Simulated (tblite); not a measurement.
# C4H13GeNSi: the cost of one run

Programs: tblite 0.8.0 and PySCF 2.14.0, with density-fitted response routines of our own. Each step states its level of theory. These are calculated values for one molecule in the gas phase, unless marked as measured. Atoms are numbered from 0 throughout.

**1. Starting geometry**

20 atoms, charge 0, multiplicity 1; geometry from: force field or distance geometry start.

Bonds of the start (Å): C0–C1 1.34, C1–C2 1.49, C2–Si3 1.86, Si3–C4 1.85, Si3–Ge5 2.30, Ge5–N6 1.84, C0–H7 1.08, C0–H8 1.10, C1–H9 1.08, C2–H10 1.12, C2–H11 1.11, Si3–H12 1.47, C4–H13 1.10, C4–H14 1.10, C4–H15 1.12, Ge5–H16 1.56, Ge5–H17 1.55, N6–H18 1.04, N6–H19 1.04.

**2. Geometry optimisation with GFN2-xTB**

The job: settings as JSON, then the geometry in Å.

```
{"job": {"kind": "relax", "xc": "GFN2-xTB", "basis": "xTB"}, "charge": 0, "multiplicity": 1}
C     -2.508400    -1.373500     0.194200
C     -1.713500    -0.867500    -0.754300
C     -1.499900     0.605100    -0.857100
Si     0.311300     0.956700    -0.617900
C      0.476200     2.156200     0.782100
Ge     1.333800    -1.073200    -0.240400
N      3.102100    -0.943800     0.252400
H     -2.682800    -2.436800     0.316800
H     -3.047500    -0.724800     0.902400
H     -1.191500    -1.524900    -1.429200
H     -2.137300     1.110700    -0.086400
H     -1.861800     0.903800    -1.864600
H      0.873200     1.552300    -1.834100
H     -0.355200     2.874000     0.761700
H      0.552100     1.661400     1.760800
H      1.394000     2.778000     0.591900
H      1.212300    -1.926400    -1.538200
H      0.521300    -1.795400     0.869800
H      3.595400    -0.094200    -0.081500
H      3.620900    -1.826900     0.049200
```

On the command line:

```sh
$ OMP_NUM_THREADS=1 python probes_run.py task.json out
```

One launch serves the whole session: the jobs run in the order shown.

**Question.** How long does this first job take on 1 thread of Arm Neoverse N1, shared host?

About 1.7 s.
